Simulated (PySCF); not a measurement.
# [La(H2O)]3+: other functionals and bases at one geometry

An exercise on one series of results from a longer session: the logs are not shown, and one member is left open.

Program: PySCF 2.14.0. Level of theory: several levels, as the steps say, no spin–orbit coupling. These are calculated values, not measurements.

1 further run of the same task is left out (for a known fault of the program).

### The system as given

4 atoms, charge 3, spin multiplicity 1.

Bond lengths: La1–O2 2.335 Å, O2–H3 0.996 Å, O2–H4 0.996 Å. Angles: La1–O2–H3 128.8°, La1–O2–H4 128.8°, H3–O2–H4 102.4°.

As a file:

| atom | x (Å) | y (Å) | z (Å) |
| --- | --- | --- | --- |
| La1 | 0.00000 | 0.00000 | -0.14991 |
| O2 | 0.00000 | 0.00000 | 2.18528 |
| H3 | 0.77646 | 0.00000 | 2.80950 |
| H4 | -0.77646 | 0.00000 | 2.80950 |

Formal oxidation states: La +3. An earlier session relaxed this geometry at PBE0, La def2-SVP with ECP46, O def2-SVP, H def2-SVP (singlet, point group C2v).

At PBE0 on the finer grid: E = -106.596043 Eh, HOMO -27.11 eV, LUMO -19.82 eV, Mulliken charge on La1 +2.58 e, largest force component 0.002 eV/Å. 

Levels to run: BP86; revPBE; PBE0, TZVP. Hardware: 2 threads of Intel Xeon Platinum 8488C (Sapphire Rapids), shared host.

Set-up of the first run:

The input, run.py (the lines that set the calculation):

```python
mol = gto.M(atom='''
La     0.00000     0.00000    -0.14991
O      0.00000     0.00000     2.18528
H      0.77646     0.00000     2.80950
H     -0.77646     0.00000     2.80950''',
    basis={'La': 'def2-SVP', 'O': 'def2-SVP', 'H': 'def2-SVP'},
    ecp={'La': 'def2-SVP'},
    charge=3, spin=0)
mf = dft.RKS(mol, xc='B88,P86')
mf.grids.atom_grid = (75, 302)  # f atoms: unpruned, at least (60, 302)
mf = mf.density_fit()  # fitting sets: La def2-universal-JKFIT, O def2-universal-JKFIT, H def2-universal-JKFIT
mf.conv_tol = 1e-08; mf.max_cycle = 55
mf.kernel(dm0)  # dm0: the density of the relaxed state
```

Launch:

```bash
$ OMP_NUM_THREADS=2 python run.py
```

Steps of the session up to this table: BP86; revPBE; PBE0, TZVP.

One table of the session follows, with a row left open; its other results are not shown here.

| level | HOMO (eV) | gap (eV) | charge on La1 (e) | dipole (D) | largest force component (eV/Å) |
| --- | --- | --- | --- | --- | --- |
| PBE0 (relaxed here) | -27.11 | 7.30 | 2.58 | 2.38 | 0.00 |
| BP86 | -25.56 | 4.82 | 2.54 | 2.70 | 0.55 |
| revPBE | -25.40 | 4.66 | 2.54 | 2.70 | 0.38 |
| PBE0, TZVP | ? | ? | ? | ? | ? |

Q: Estimate the row for PBE0, TZVP from the others.

**Answer.** HOMO (eV): -27.12; gap (eV): 7.29; charge on La1 (e): 2.64; dipole (D): 2.40; largest force component (eV/Å): 0.25. In the column «HOMO (eV)» it is the lowest.

The dipole of a charged species depends on the origin, so these sizes hold for this origin alone.

In one basis the HOMO–LUMO gap runs from 4.66 eV (revPBE) to 7.30 eV (PBE0). The largest leftover force, 0.55 eV/Å with BP86, stands at a geometry relaxed at another level. Total energies of different levels can't be compared.
